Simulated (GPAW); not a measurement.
VWC2:

```
W V C
1.0
     1.51704    0.87586    4.93389
    -1.51704    0.87586    4.93389
     0.00000   -1.75173    4.93389
W V C
1 1 2
Direct
  0.00000 0.00000 0.00000
  0.50000 0.50000 0.50000
  0.24649 0.24649 0.24649
  0.75351 0.75351 0.75351
```

The cell comes from a database or a generator and needn't be the stable form of this composition.

Base run:

- Program: GPAW 26.7.0
- Functional: PBE
- Potentials or basis: GPAW PAW data sets (gpaw-data 1.2.1)
- Cutoff: 800 eV
- Basis: pw
- k mesh: 7 × 7 × 7
- Occupations: fermi-dirac, width 0.05 eV
- Spin: collinear spin, ferromagnetic start
- Starting moments: [0.0, 2.0, 0.0, 0.0] μB

Its results: pressure -1.0 GPa; net moment 0.00 μB per cell; largest force 0.188 eV/Å.

The run is repeated on the same cell with these changes: functional from PBE to PBEsol; potentials or basis from GPAW PAW data sets (gpaw-data 1.2.1) to PAW data sets generated in the run's folder for this functional. What comes out?

Pressure -9.7 GPa; net moment 0.00 μB per cell; largest force 0.214 eV/Å.

Not every run made on this cell is shown here.
